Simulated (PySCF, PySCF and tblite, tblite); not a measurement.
# C8H12: conformers and averaged spectra

Aim: find the conformers of C8H12 (`C#C[C@@H]1CCC[C@H]1C`), weigh them, and average their properties.

Programs: PySCF 2.14.0 with density-fitted response routines of our own, and tblite 0.8.0. All values are computed, except where a source is named. Atoms count from 0 throughout.

### Step 1. The starting structure

20 atoms, charge 0, multiplicity 1; geometry from: MMFF94s geometry.

Bonds of the start (Å): C0–C1 1.21, C0–H8 1.06, C1–C2 1.46, C2–C3 1.54, C2–C6 1.55, C2–H9 1.10, C3–C4 1.51, C3–H10 1.11, C3–H11 1.10, C4–C5 1.52, C4–H12 1.09, C4–H13 1.09, C5–C6 1.53, C5–H14 1.09, C5–H15 1.11, C6–C7 1.53, C6–H16 1.09, C7–H17 1.08, C7–H18 1.10, C7–H19 1.10.

### Step 2. GFN2-xTB relaxation, conformer 1

Job settings and geometry (Å):

```
{"job": {"xc": "GFN2-xTB", "basis": "xTB", "kind": "relax"}, "charge": 0, "multiplicity": 1}
C      3.181900    -0.283400     0.331600
C      1.970900    -0.249000     0.409200
C      0.516800    -0.220500     0.533200
C     -0.122200    -1.586500     0.242900
C     -1.037200    -1.407900    -0.947200
C     -1.433300     0.059100    -0.894800
C     -0.115300     0.741900    -0.510600
C     -0.315400     2.155100     0.028700
H      4.240900    -0.307700     0.256700
H      0.233800     0.089000     1.553100
H     -0.727400    -1.896100     1.116100
H      0.604900    -2.394600     0.076700
H     -0.487500    -1.608200    -1.869000
H     -1.899100    -2.072800    -0.927700
H     -1.821800     0.431200    -1.845800
H     -2.199200     0.216900    -0.112800
H      0.521600     0.801100    -1.398000
H      0.634400     2.599700     0.299000
H     -0.792100     2.786300    -0.729600
H     -0.959800     2.156900     0.917000
```

Run with:

```
> OMP_NUM_THREADS=1 python ens_run.py task.json out
```

One launch serves the whole session.

Log:

```text
step      E/eV     max force
  0    -631.08909    1.406
  1    -631.08194    3.625
  2    -631.13259    0.570
  3    -631.14045    0.310
  4    -631.14534    0.177
  5    -631.14954    0.191
  6    -631.15060    0.115
  7    -631.15188    0.094
  8    -631.15269    0.094
  9    -631.15330    0.060
 10    -631.15360    0.040
 11    -631.15381    0.034
 12    -631.15381    0.034
 13    -631.15389    0.057
 14    -631.15405    0.056
 15    -631.15415    0.029
 16    -631.15424    0.030
 17    -631.15435    0.035
 18    -631.15449    0.039
 19    -631.15462    0.032
 20    -631.15472    0.026
 21    -631.15479    0.027
 22    -631.15488    0.028
 23    -631.15496    0.026
 24    -631.15502    0.018
 25    -631.15504    0.010
 26    -631.15506    0.012
 27    -631.15508    0.012
 28    -631.15511    0.013
 29    -631.15512    0.011
 30    -631.15514    0.012
 31    -631.15517    0.011
 32    -631.15519    0.010
 33    -631.15521    0.010
 34    -631.15523    0.009
 35    -631.15524    0.010
 36    -631.15526    0.007
 37    -631.15527    0.005
 38    -631.15527    0.006
 39    -631.15528    0.006
 40    -631.15529    0.007
 41    -631.15530    0.006
 42    -631.15531    0.007
 43    -631.15532    0.006
 44    -631.15533    0.007
 45    -631.15534    0.007
 46    -631.15535    0.006
 47    -631.15535    0.006
 48    -631.15536    0.006
 49    -631.15537    0.006
 50    -631.15537    0.006
 51    -631.15538    0.005
 52    -631.15538    0.005
 53    -631.15538    0.004
```

Wall time 0.31 s (1 thread of Intel Xeon Platinum 8488C, shared host).

Relaxing gained 0.066 eV and moved the atoms by 0.03 Å on average (rms).

**GFN2-xTB relaxation, conformer 2**

Job settings and geometry (Å):

```
{"job": {"xc": "GFN2-xTB", "basis": "xTB", "kind": "relax"}, "charge": 0, "multiplicity": 1}
C      3.183700    -0.516000    -0.133300
C      2.051400    -0.336200     0.259000
C      0.690600    -0.131300     0.769900
C     -0.189900    -1.357600     0.520000
C     -0.885600    -1.153900    -0.810700
C     -0.549900     0.266000    -1.270300
C     -0.030500     0.988800    -0.021100
C     -1.171800     1.609800     0.787900
H      4.172600    -0.669300    -0.487600
H      0.731600     0.102000     1.841300
H     -0.955200    -1.437900     1.312000
H      0.371800    -2.307000     0.547500
H     -0.553900    -1.882600    -1.550500
H     -1.963200    -1.276800    -0.708600
H      0.246700     0.233700    -2.020800
H     -1.405200     0.767700    -1.717000
H      0.657800     1.795200    -0.297100
H     -0.798700     2.072600     1.694900
H     -1.685000     2.378900     0.198900
H     -1.922300     0.864500     1.082800
```

Log:

```text
step      E/eV     max force
  0    -631.05822    1.216
  1    -631.06175    2.854
  2    -631.09148    0.720
  3    -631.10035    0.376
  4    -631.10547    0.200
  5    -631.11258    0.301
  6    -631.11417    0.170
  7    -631.11542    0.096
  8    -631.11626    0.119
  9    -631.11704    0.097
 10    -631.11748    0.059
 11    -631.11772    0.038
 12    -631.11772    0.038
 13    -631.11782    0.048
 14    -631.11809    0.078
 15    -631.11824    0.042
 16    -631.11834    0.043
 17    -631.11853    0.049
 18    -631.11869    0.045
 19    -631.11888    0.038
 20    -631.11904    0.034
 21    -631.11921    0.034
 22    -631.11939    0.038
 23    -631.11960    0.040
 24    -631.11982    0.034
 25    -631.12000    0.031
 26    -631.12013    0.025
 27    -631.12026    0.028
 28    -631.12043    0.037
 29    -631.12065    0.042
 30    -631.12090    0.037
 31    -631.12119    0.042
 32    -631.12147    0.040
 33    -631.12173    0.038
 34    -631.12193    0.037
 35    -631.12210    0.033
 36    -631.12227    0.032
 37    -631.12246    0.032
 38    -631.12264    0.031
 39    -631.12277    0.028
 40    -631.12286    0.021
 41    -631.12292    0.021
 42    -631.12300    0.019
 43    -631.12307    0.026
 44    -631.12313    0.023
 45    -631.12318    0.015
 46    -631.12321    0.014
 47    -631.12325    0.017
 48    -631.12329    0.023
 49    -631.12335    0.021
 50    -631.12342    0.019
 51    -631.12348    0.019
 52    -631.12354    0.019
 53    -631.12360    0.020
 54    -631.12364    0.015
 55    -631.12367    0.011
 56    -631.12368    0.009
 57    -631.12370    0.011
 58    -631.12372    0.010
 59    -631.12374    0.011
 60    -631.12376    0.013
 61    -631.12378    0.013
 62    -631.12382    0.019
 63    -631.12387    0.022
 64    -631.12392    0.017
 65    -631.12396    0.013
 66    -631.12399    0.014
 67    -631.12402    0.015
 68    -631.12406    0.017
 69    -631.12410    0.013
 70    -631.12413    0.014
 71    -631.12416    0.013
 72    -631.12419    0.014
 73    -631.12422    0.012
 74    -631.12426    0.014
 75    -631.12429    0.015
 76    -631.12434    0.017
 77    -631.12437    0.108
 78    -631.12446    0.025
 79    -631.12456    0.034
 80    -631.12468    0.051
 81    -631.12477    0.044
 82    -631.12496    0.032
 83    -631.12520    0.048
 84    -631.12539    0.047
 85    -631.12563    0.047
 86    -631.12577    0.032
 87    -631.12594    0.032
 88    -631.12599    0.032
 89    -631.12606    0.015
 90    -631.12610    0.014
 91    -631.12615    0.023
 92    -631.12618    0.020
 93    -631.12621    0.011
 94    -631.12623    0.008
 95    -631.12624    0.014
 96    -631.12627    0.018
 97    -631.12629    0.013
 98    -631.12632    0.009
 99    -631.12634    0.015
100    -631.12638    0.021
101    -631.12641    0.016
102    -631.12640    0.026
103    -631.12645    0.009
104    -631.12646    0.009
105    -631.12650    0.014
106    -631.12651    0.009
107    -631.12653    0.006
108    -631.12653    0.008
109    -631.12654    0.009
110    -631.12655    0.008
111    -631.12656    0.006
112    -631.12657    0.007
113    -631.12658    0.010
114    -631.12658    0.009
115    -631.12659    0.004
116    -631.12659    0.004
117    -631.12660    0.006
118    -631.12660    0.005
119    -631.12660    0.004
```

Run time: 0.64 s. Hardware: 1 thread of Intel Xeon Platinum 8488C, shared host.

The energy fell by 0.068 eV, and the atoms moved 0.18 Å (root mean square).

### Step 3. Shieldings, conformer 1: PBE0/pcSseg-1

Job settings and geometry (Å):

```
{"job": {"xc": "PBE0", "basis": "pcSseg-1", "kind": "nmr", "pop": true}, "charge": 0, "multiplicity": 1}
C      3.136823    -0.272741     0.309294
C      1.946102    -0.247070     0.427841
C      0.503007    -0.217890     0.532787
C     -0.132513    -1.604509     0.263914
C     -1.036236    -1.416284    -0.957885
C     -1.427637     0.056175    -0.898849
C     -0.121514     0.746201    -0.504639
C     -0.306692     2.156257     0.034839
H      4.181456    -0.295852     0.218507
H      0.242494     0.120199     1.541500
H     -0.722806    -1.915685     1.126573
H      0.630316    -2.362962     0.089309
H     -0.473642    -1.608078    -1.873221
H     -1.897230    -2.083494    -0.939821
H     -1.823569     0.426096    -1.843833
H     -2.179158     0.215441    -0.122593
H      0.534591     0.785464    -1.380762
H      0.652381     2.579045     0.326924
H     -0.748570     2.797662    -0.724886
H     -0.962754     2.152703     0.903689
```

Log:

```text
coarse grid: 16128 points
cycle   1  E = -311.4759892918  dE =  9.990e-01  |g| = 4.638e-01  |ddm| = 4.072e+00
cycle   2  E = -311.4796671432  dE = -3.678e-03  |g| = 4.600e-01  |ddm| = 1.034e+00
cycle   3  E = -311.5347507747  dE = -5.508e-02  |g| = 5.112e-02  |ddm| = 5.031e-01
cycle   4  E = -311.5351949039  dE = -4.441e-04  |g| = 2.631e-02  |ddm| = 8.122e-02
cycle   5  E = -311.5353366946  dE = -1.418e-04  |g| = 1.176e-02  |ddm| = 3.074e-02
cycle   6  E = -311.5353681040  dE = -3.141e-05  |g| = 3.743e-03  |ddm| = 1.037e-02
cycle   7  E = -311.5353714247  dE = -3.321e-06  |g| = 4.706e-04  |ddm| = 3.156e-03
final grid: 154128 points
cycle   8  E = -311.5871303068  dE = -5.728e-05  |g| = 8.644e-03  |ddm| = 5.361e-02
cycle   9  E = -311.5871214408  dE =  8.866e-06  |g| = 1.054e-02  |ddm| = 1.903e-02
cycle  10  E = -311.5871492235  dE = -2.778e-05  |g| = 2.129e-03  |ddm| = 1.137e-02
cycle  11  E = -311.5871502854  dE = -1.062e-06  |g| = 5.166e-04  |ddm| = 1.820e-03
cycle  12  E = -311.5871503454  dE = -6.000e-08  |g| = 1.473e-04  |ddm| = 5.296e-04
cycle  13  E = -311.5871503505  dE = -5.148e-09  |g| = 2.710e-05  |ddm| = 1.575e-04
cycle  14  E = -311.5871503507  dE = -1.614e-10  |g| = 6.150e-06  |ddm| = 2.735e-05
converged SCF energy = -311.5871503507

GIAO shielding tensors (ppm)
atom      isotropic    diamagn.    paramagn.     s11        s22        s33       span
  0 C      113.140     258.414    -145.274     45.161     48.034    246.226    201.065
  1 C       91.572     260.329    -168.757    -16.556     -7.906    299.177    315.733
  2 C      149.580     244.462     -94.883    125.000    152.669    171.070     46.070
  3 C      148.917     246.939     -98.022    112.444    159.602    174.707     62.263
  4 C      156.818     247.731     -90.913    130.806    165.910    173.738     42.932
  5 C      146.063     248.921    -102.857    119.052    152.310    166.828     47.776
  6 C      137.372     245.778    -108.406    112.781    142.431    156.903     44.122
  7 C      165.208     244.669     -79.461    147.998    161.261    186.366     38.368
  8 H       30.199      34.596      -4.396     24.978     25.072     40.549     15.571
  9 H       29.577      30.051      -0.474     27.006     27.670     34.054      7.048
 10 H       29.580      30.176      -0.596     24.741     27.935     36.065     11.324
 11 H       29.695      29.680       0.015     24.786     28.719     35.580     10.793
 12 H       29.901      30.272      -0.370     25.754     27.661     36.289     10.535
 13 H       29.991      29.144       0.847     25.118     27.137     37.718     12.600
 14 H       29.871      30.534      -0.662     25.374     27.710     36.530     11.156
 15 H       30.681      31.521      -0.840     26.360     29.603     36.081      9.721
 16 H       29.773      32.043      -2.270     27.580     28.325     33.413      5.833
 17 H       30.029      28.856       1.172     25.019     28.692     36.375     11.355
 18 H       30.396      28.553       1.843     25.679     27.780     37.730     12.051
 19 H       31.095      29.607       1.488     27.376     29.056     36.855      9.479
```

It took 30 s on 1 thread of Intel Xeon Platinum 8488C, shared host; peak memory 0.9 GiB.

This run: HOMO -7.50 eV, LUMO 1.14 eV; dipole 0.91 D.

### Step 4. Shieldings, conformer 2: PBE0/pcSseg-1

Job settings and geometry (Å):

```
{"job": {"xc": "PBE0", "basis": "pcSseg-1", "kind": "nmr", "pop": false}, "charge": 0, "multiplicity": 1}
C      3.170342    -0.428465    -0.051199
C      2.043535    -0.297932     0.330275
C      0.668830    -0.142883     0.764690
C     -0.146341    -1.422360     0.468153
C     -1.016773    -1.107790    -0.759578
C     -0.508463     0.235741    -1.285515
C     -0.022743     0.976353    -0.038947
C     -1.169443     1.601924     0.748277
H      4.161423    -0.543130    -0.374968
H      0.673669     0.086750     1.834599
H     -0.763025    -1.690105     1.326127
H      0.526962    -2.256796     0.271740
H     -0.944699    -1.886945    -1.517297
H     -2.065098    -1.024397    -0.470870
H      0.336521     0.074858    -1.957245
H     -1.277869     0.787973    -1.823859
H      0.693663     1.760197    -0.301861
H     -0.791078     2.105328     1.635984
H     -1.689983     2.336662     0.137452
H     -1.884577     0.845697     1.061007
```

Log:

```text
coarse grid: 16128 points
cycle   1  E = -311.4734284546  dE =  1.003e+00  |g| = 4.659e-01  |ddm| = 4.038e+00
cycle   2  E = -311.4732820154  dE =  1.464e-04  |g| = 4.786e-01  |ddm| = 1.038e+00
cycle   3  E = -311.5322070280  dE = -5.893e-02  |g| = 6.090e-02  |ddm| = 5.228e-01
cycle   4  E = -311.5328677207  dE = -6.607e-04  |g| = 2.796e-02  |ddm| = 9.323e-02
cycle   5  E = -311.5330098491  dE = -1.421e-04  |g| = 1.503e-02  |ddm| = 3.332e-02
cycle   6  E = -311.5330633578  dE = -5.351e-05  |g| = 3.587e-03  |ddm| = 1.271e-02
cycle   7  E = -311.5330664303  dE = -3.073e-06  |g| = 4.467e-04  |ddm| = 3.260e-03
final grid: 154128 points
cycle   8  E = -311.5853405658  dE = -6.208e-05  |g| = 8.909e-03  |ddm| = 5.462e-02
cycle   9  E = -311.5853295791  dE =  1.099e-05  |g| = 1.120e-02  |ddm| = 1.997e-02
cycle  10  E = -311.5853607025  dE = -3.112e-05  |g| = 1.967e-03  |ddm| = 1.192e-02
cycle  11  E = -311.5853615505  dE = -8.480e-07  |g| = 6.566e-04  |ddm| = 1.867e-03
cycle  12  E = -311.5853616515  dE = -1.010e-07  |g| = 1.426e-04  |ddm| = 6.293e-04
cycle  13  E = -311.5853616563  dE = -4.835e-09  |g| = 3.042e-05  |ddm| = 1.644e-04
cycle  14  E = -311.5853616565  dE = -2.083e-10  |g| = 6.089e-06  |ddm| = 3.222e-05
converged SCF energy = -311.5853616565

GIAO shielding tensors (ppm)
atom      isotropic    diamagn.    paramagn.     s11        s22        s33       span
  0 C      112.192     258.976    -146.785     40.831     53.957    241.787    200.955
  1 C       90.574     260.509    -169.935    -24.850     -3.780    300.352    325.202
  2 C      149.602     245.113     -95.511    131.065    148.895    168.845     37.780
  3 C      153.315     246.536     -93.221    121.746    158.254    179.945     58.199
  4 C      161.760     247.001     -85.241    129.806    173.200    182.273     52.468
  5 C      151.800     247.024     -95.225    124.162    158.992    172.246     48.084
  6 C      140.239     245.823    -105.584    117.605    144.097    159.015     41.411
  7 C      165.764     246.415     -80.651    140.051    168.755    188.485     48.434
  8 H       30.152      34.760      -4.608     24.922     25.125     40.410     15.488
  9 H       29.300      29.758      -0.458     24.824     28.326     34.750      9.926
 10 H       29.564      30.081      -0.518     25.069     27.286     36.336     11.267
 11 H       29.718      29.670       0.048     24.680     28.644     35.831     11.151
 12 H       29.813      29.274       0.539     24.979     27.174     37.287     12.308
 13 H       29.973      30.289      -0.317     25.836     27.182     36.901     11.065
 14 H       29.487      30.675      -1.188     25.602     27.112     35.748     10.146
 15 H       30.347      30.911      -0.564     26.079     27.729     37.234     11.154
 16 H       29.439      31.699      -2.260     24.989     28.440     34.888      9.899
 17 H       30.709      29.293       1.417     25.789     28.423     37.916     12.127
 18 H       30.831      29.233       1.598     25.947     28.032     38.514     12.567
 19 H       30.854      30.422       0.432     26.035     30.512     36.013      9.978
```

Run time: 28 s. Hardware: 1 thread of Intel Xeon Platinum 8488C, shared host; peak memory 0.92 GiB.

Key values: HOMO -7.54 eV, LUMO 1.02 eV; dipole 0.85 D.

### Step 5. Boltzmann average: properties at PBE0/pcSseg-1

Job settings and geometry (Å):

```
{"job": {"study": "conf", "smiles": "C#C[C@@H]1CCC[C@H]1C", "search": {"seed": 4097, "n_embed": 60, "ff_keep": 14, "window": 3.0, "nmax": 10, "temps": [150, 200, 250, 298.15, 400], "t_ref": 298.15, "order": 0.002}, "level": {"nmr": {"xc": "PBE0", "basis": "pcSseg-1"}}, "kind": "conf"}, "charge": 0, "multiplicity": 1}
C      3.136823    -0.272741     0.309294
C      1.946102    -0.247070     0.427841
C      0.503007    -0.217890     0.532787
C     -0.132513    -1.604509     0.263914
C     -1.036236    -1.416284    -0.957885
C     -1.427637     0.056175    -0.898849
C     -0.121514     0.746201    -0.504639
C     -0.306692     2.156257     0.034839
H      4.181456    -0.295852     0.218507
H      0.242494     0.120199     1.541500
H     -0.722806    -1.915685     1.126573
H      0.630316    -2.362962     0.089309
H     -0.473642    -1.608078    -1.873221
H     -1.897230    -2.083494    -0.939821
H     -1.823569     0.426096    -1.843833
H     -2.179158     0.215441    -0.122593
H      0.534591     0.785464    -1.380762
H      0.652381     2.579045     0.326924
H     -0.748570     2.797662    -0.724886
H     -0.962754     2.152703     0.903689
```

Log:

```text
conformer  sym    E(xTB)   E(DFT)   G(298.15 K)  weight  dipole/D
    1     C1      0.000    0.000    0.000   0.8306    0.914
    2     C1      0.664    0.811    0.942   0.1694    0.846

mean shielding (ppm) by class
class atoms           150 K      200 K      250 K   298.15 K      400 K
  0 C  0            113.098    113.055    113.014    112.979    112.924
  1 C  1             91.527     91.482     91.439     91.403     91.344
  2 C  2             149.58    149.582    149.582    149.583    149.585
  3 C  3            149.114    149.312    149.503    149.662    149.919
  4 C  4            157.039    157.261    157.476    157.655    157.944
  5 C  5             146.32    146.578    146.827    147.035     147.37
  6 C  6              137.5    137.629    137.754    137.857    138.025
  7 C  7            165.233    165.258    165.282    165.302    165.335
  8 H  8             30.197     30.195     30.193     30.192     30.189
  9 H  9             29.565     29.552      29.54      29.53     29.514
 10 H  10             29.58     29.579     29.578     29.578     29.577
 11 H  11            29.696     29.697     29.698     29.699       29.7
 12 H  12            29.897     29.893      29.89     29.886     29.881
 13 H  13             29.99     29.989     29.989     29.988     29.987
 14 H  14            29.854     29.837      29.82     29.806     29.784
 15 H  15            30.666     30.651     30.637     30.625     30.605
 16 H  16            29.758     29.743     29.728     29.716     29.697
 17 H  17,18,19       30.52     30.533     30.546     30.556     30.573
```

It took 61 s on 1 thread of Intel Xeon Platinum 8488C, shared host. This counts the runs that the step sums up.

The search (ETKDG and KDG, MMFF94s, GFN2-xTB) embedded 60 structures, kept 2 distinct ones after the force field and 2 after xTB; 2 were carried on (window 3.0 kcal/mol at the search's own energies). Energies: PBE0/pcSseg-1 with D3(BJ).

The conformers at 298 K:

```
no.  group  mirror pair  ΔE xTB  ΔE DFT    ΔG  weight (%)  μ (D)     A, B, C (GHz)
  1     C1           no    0.00    0.00  0.00        83.1   0.91  2.78, 1.83, 1.25
  2     C1           no    0.66    0.81  0.94        16.9   0.85  3.06, 1.69, 1.44
```

Energies in kcal/mol. ΔG holds xTB vibrations and rotation, symmetry numbers and mirror pairs.

Weights (%) by temperature:

```
no.  150 K  200 K  250 K  298 K  400 K
  1   95.5   91.0   86.7   83.1   77.2
  2    4.5    9.0   13.3   16.9   22.8
```

How the weights hang on the way they are made:

```
                                  scheme    1   2  mean μ (D)
                         DFT free energy   83  17        0.90
            DFT energy, symmetry counted   80  20        0.90
                        DFT energy alone   80  20        0.90
            xTB energy, symmetry counted   75  25        0.90
                         xTB free energy   79  21        0.90
                   lowest conformer only  100   0        0.91
                           equal weights   50  50        0.88
conformers found from three starts alone  100   0        0.91
```

Shifts against references run at the same level (¹H TMS 31.72, ¹³C TMS 186.9 ppm of shielding), by class of atoms, at 298 K:

```
        atoms                           environment  no. 1  no. 2  average
           C1                         alkyne carbon   95.4   96.4     95.5
           C0                terminal alkyne carbon   73.8   74.7     73.9
           C6                      sp3 CH in a ring   49.6   46.7     49.1
           C5                     sp3 CH2 in a ring   40.9   35.1     39.9
           C2                    propargylic sp3 CH   37.3   37.3     37.3
           C3                     sp3 CH2 in a ring   38.0   33.6     37.3
           C4                     sp3 CH2 in a ring   30.1   25.2     29.3
           C7                         methyl carbon   21.7   21.2     21.6
           H9      hydrogen on a propargylic sp3 CH   2.14   2.42     2.19
          H10      hydrogen on an sp3 CH2 in a ring   2.14   2.15     2.14
          H11      hydrogen on an sp3 CH2 in a ring   2.02   2.00     2.02
          H16       hydrogen on an sp3 CH in a ring   1.94   2.28     2.00
          H14      hydrogen on an sp3 CH2 in a ring   1.85   2.23     1.91
          H12      hydrogen on an sp3 CH2 in a ring   1.82   1.90     1.83
          H13      hydrogen on an sp3 CH2 in a ring   1.73   1.74     1.73
           H8  hydrogen on a terminal alkyne carbon   1.52   1.56     1.52
H17, H18, H19           hydrogen on a methyl carbon   1.21   0.92     1.16
          H15      hydrogen on an sp3 CH2 in a ring   1.04   1.37     1.09
```

Effective distances for nuclear Overhauser effects, ⟨r⁻⁶⟩^(−1/6) over all pairs of two classes (Å): H10···H11 1.76; H12···H13 1.77; H14···H15 1.77; H9···H10 2.30; H10···H13 2.37; H11···H12 2.37; H14···H16 2.42; H12···H14 2.43.

[end of part 1 of 2]
